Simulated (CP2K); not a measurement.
**GeF2 (SMILES [F][Ge][F]) at MNDO**

Aim: the energy change on altering one bond length of GeF2 at MNDO, from 2 runs. 

The results are computed with CP2K 2026.2.

3 further runs of the same task are left out: 1 that didn't finish, 2 set aside as unsound or not needed.

### 1 Starting point

GeF2: 3 atoms, total charge 0, spin state singlet. As SMILES, `[F][Ge][F]`. Geometry: a GFN2-xTB relaxation, a rough one for these elements and not checked as a minimum.

Bond lengths: Ge1–F2 1.800 Å, Ge1–F3 1.798 Å. Angles: F2–Ge1–F3 94.7°.

### 2 Energy and gradient at MNDO

molecule.xyz

```xyz
3

Ge     0.004500    -0.007920    -0.812340
F      1.320810    -0.018750     0.415140
F     -1.325320     0.026670     0.397200
```

gas.inp

```
&global
  project_name gas
  run_type ENERGY_FORCE
  print_level MEDIUM
&end global
&force_eval
  method QUICKSTEP
  &dft
    &qs
      method MNDO
      eps_default 1.0E-10
      &se
        &coulomb
          cutoff [angstrom] 50
          rc_range [angstrom] 0
        &end coulomb
        &exchange
          cutoff [angstrom] 50
          rc_range [angstrom] 0
        &end exchange
      &end se
    &end qs
    # cluster boundary conditions
    &poisson
      periodic NONE
      poisson_solver ANALYTIC
    &end poisson
    # SCF settings
    &scf
      scf_guess ATOMIC
      eps_scf 1.0E-07
      max_scf 150
      &diagonalization
        algorithm STANDARD
      &end diagonalization
      &mixing
        method DIRECT_P_MIXING
        alpha 0.4
      &end mixing
    &end scf
    &print
      &moments
        periodic F
        reference COM
        max_moment 1
      &end moments
      &mo ON
        energies T
        occupation_numbers T
        ndigits 6
        &each
          qs_scf 0
        &end each
        add_last NUMERIC
      &end mo
      &hirshfeld OFF
      &end hirshfeld
    &end print
  &end dft
  &subsys
    # vacuum box
    &cell
      abc 10.6 8 9.2
      periodic NONE
    &end cell
    &topology
      coord_file_name molecule.xyz
      coord_file_format XYZ
      &center_coordinates
      &end center_coordinates
    &end topology
  &end subsys
  &print
    &forces ON
    &end forces
  &end print
&end force_eval
```

Launch:

```bash
$ OMP_NUM_THREADS=1 cp2k.psmp -i gas.inp -o gas.out
```

The log of the run:

```text
CP2K| version string:                                       CP2K version 2026.2
[...]
 GLOBAL| Method name                                                        CP2K
[...]
 GLOBAL| Run type                                                   ENERGY_FORCE
[...]
                             - Atoms:                                          3
[...]
                             - Spherical basis functions:                     12
[...]
 Number of electrons:                                                         18
[...]
     1 P_Mix/Diag. 0.40E+00    0.0     0.95793434       -36.1643258235 -3.62E+01
[...]
    14 DIIS/Diag.  0.93E-07    0.0     0.00000007       -38.2310021705 -3.69E-13
  *** SCF run converged in    14 steps ***
  Core-core repulsion energy [eV]:                            642.09698693038229
  Core Hamiltonian energy [eV]:                             -1813.40765594785603
  Two-electron integral energy [eV]:                          261.98438747209133
  Electronic energy [eV]:                                   -1682.41546221181034
  Total energy [eV]:                                        -1040.31847528142794
  Atomic reference energy [eV]:                              1035.13588875029041
  Heat of formation [kcal/mol]:                              -119.51329406326732
[...]
 SE_DIPOLE| Moment [Debye]         -0.01168587       0.03078687       3.16813975
 SE_DIPOLE| Derivative [a.u.]       0.00000000       0.00000000       0.00000000
 ENERGY| Total FORCE_EVAL ( QS ) energy [hartree]            -38.231002170467519
 FORCES| Atomic forces [hartree/bohr]
 FORCES|   Atom     x               y               z               |f|
 FORCES|      1  1.81628747E-04  6.09031849E-04  6.34095050E-02   6.34126899E-02
 FORCES|      2 -3.69029981E-02  3.24983625E-04 -3.21998364E-02   4.89772024E-02
 FORCES|      3  3.67213694E-02 -9.34015474E-04 -3.12096686E-02   4.82013980E-02
 FORCES| Sum     3.33066907E-16 -3.46944695E-18 -3.33066907E-16
 FORCES| Total atomic force                                       4.71040515E-16
[...]
```

Run time: 0.27 s. Hardware: 1 thread of Arm Neoverse V1, shared host.

### 3 The distorted shape at the same level

molecule.xyz

```xyz
3

Ge    -1.311795     0.002910    -2.039806
F      1.320810    -0.018750     0.415140
F     -2.641615     0.037500    -0.830266
```

mol.inp

```
&GLOBAL
  PROJECT_NAME mol
  RUN_TYPE ENERGY_FORCE
  PRINT_LEVEL MEDIUM
&END GLOBAL

&FORCE_EVAL
  METHOD QS
  &DFT
    CHARGE 0
    MULTIPLICITY 1
    &QS
      METHOD MNDO
      EPS_DEFAULT 1.0E-10
      &SE
        &COULOMB
          CUTOFF [angstrom] 50
          RC_RANGE [angstrom] 0
        &END COULOMB
        &EXCHANGE
          CUTOFF [angstrom] 50
          RC_RANGE [angstrom] 0
        &END EXCHANGE
      &END SE
    &END QS
    &POISSON
      PERIODIC NONE
      POISSON_SOLVER ANALYTIC
    &END POISSON
    &SCF
      SCF_GUESS ATOMIC
      EPS_SCF 1.0E-07
      MAX_SCF 150
      &DIAGONALIZATION
        ALGORITHM STANDARD
      &END DIAGONALIZATION
      &MIXING
        METHOD DIRECT_P_MIXING
        ALPHA 0.4
      &END MIXING
    &END SCF
    &PRINT
      &MOMENTS
        PERIODIC F
        REFERENCE COM
        MAX_MOMENT 1
      &END MOMENTS
      &MO ON
        ENERGIES T
        OCCUPATION_NUMBERS T
        NDIGITS 6
        &EACH
          QS_SCF 0
        &END EACH
        ADD_LAST NUMERIC
      &END MO
      &HIRSHFELD OFF
      &END HIRSHFELD
    &END PRINT
  &END DFT
  &SUBSYS
    &CELL
      ABC [angstrom] 12 8.1 10.5
      PERIODIC NONE
    &END CELL
    &TOPOLOGY
      COORD_FILE_NAME molecule.xyz
      COORD_FILE_FORMAT XYZ
      &CENTER_COORDINATES
      &END CENTER_COORDINATES
    &END TOPOLOGY
  &END SUBSYS
  &PRINT
    &FORCES ON
    &END FORCES
  &END PRINT
&END FORCE_EVAL
```

Launch:

```bash
$ OMP_NUM_THREADS=1 cp2k.psmp -i mol.inp > mol.out 2>&1
```

The log of the run:

```text
CP2K| version string:                                       CP2K version 2026.2
[...]
 GLOBAL| Method name                                                        CP2K
[...]
 GLOBAL| Run type                                                   ENERGY_FORCE
[...]
                             - Atoms:                                          3
[...]
                             - Spherical basis functions:                     12
[...]
 Number of electrons:                                                         18
[...]
     1 P_Mix/Diag. 0.40E+00    0.0     0.97836140       -36.3614832622 -3.64E+01
[...]
    68 DIIS/Diag.  0.46E-07    0.0     0.00000010       -38.0189828508 -1.42E-14
  *** SCF run converged in    68 steps ***
  Core-core repulsion energy [eV]:                            467.29816669348315
  Core Hamiltonian energy [eV]:                             -1827.78291248228561
  Two-electron integral energy [eV]:                          651.87121919964648
  Electronic energy [eV]:                                   -1501.84730288246215
  Total energy [eV]:                                        -1034.54913618897922
  Atomic reference energy [eV]:                              1035.13588875029041
  Heat of formation [kcal/mol]:                                13.53083657765473
[...]
 SE_DIPOLE| Moment [Debye]          8.76845008      -0.04306831      11.18839430
 SE_DIPOLE| Derivative [a.u.]       0.00000000       0.00000000       0.00000000
 ENERGY| Total FORCE_EVAL ( QS ) energy [hartree]            -38.018982850801095
 FORCES| Atomic forces [hartree/bohr]
 FORCES|   Atom     x               y               z               |f|
 FORCES|      1 -3.64229316E-02  1.26638338E-03  6.61700554E-02   7.55427687E-02
 FORCES|      2 -1.69790864E-02  1.33978829E-04 -1.64255743E-02   2.36242844E-02
 FORCES|      3  5.34020179E-02 -1.40036221E-03 -4.97444812E-02   7.29948624E-02
 FORCES| Sum     2.77555756E-16 -1.73472348E-18 -1.11022302E-16
 FORCES| Total atomic force                                       2.98941731E-16
[...]
```

Run time: 0.3 s. Hardware: 1 thread of Arm Neoverse V1, shared host.

### 4 Summary of results

Level: MNDO.

| quantity | value |
| --- | --- |
| first shape: total energy | -38.23100 Eh |
| first shape: dipole moment | 3.17 D |
| first shape: HOMO energy | -9.16 eV |
| first shape: heat of formation at this unrelaxed shape | -119.5 kcal/mol |
| first shape: largest force on an atom | 3.261 eV/Å |
| distorted shape: total energy | -38.01898 Eh |
| distorted shape: dipole moment | 14.22 D |
| distorted shape: HOMO energy | -6.58 eV |
| distorted shape: heat of formation at this unrelaxed shape | 13.5 kcal/mol |
| distorted shape: largest force on an atom | 3.885 eV/Å |
| energy change with the Ge1–F2 bond stretched from 1.800 to 3.600 Å | 5.769 eV |

What this shows: One bond (distorted shape) is far stretched, which a spin-restricted single reference describes badly. With the Ge1–F2 bond stretched from 1.800 to 3.600 Å the energy rises by 5.77 eV (557 kJ/mol). The first shape isn't relaxed at this level, so the change isn't measured from a minimum. A restricted reference can't describe the breaking bond well at this length. The largest force (first shape) is 3.26 eV/Å: the shape isn't a stationary point for this species at this level.
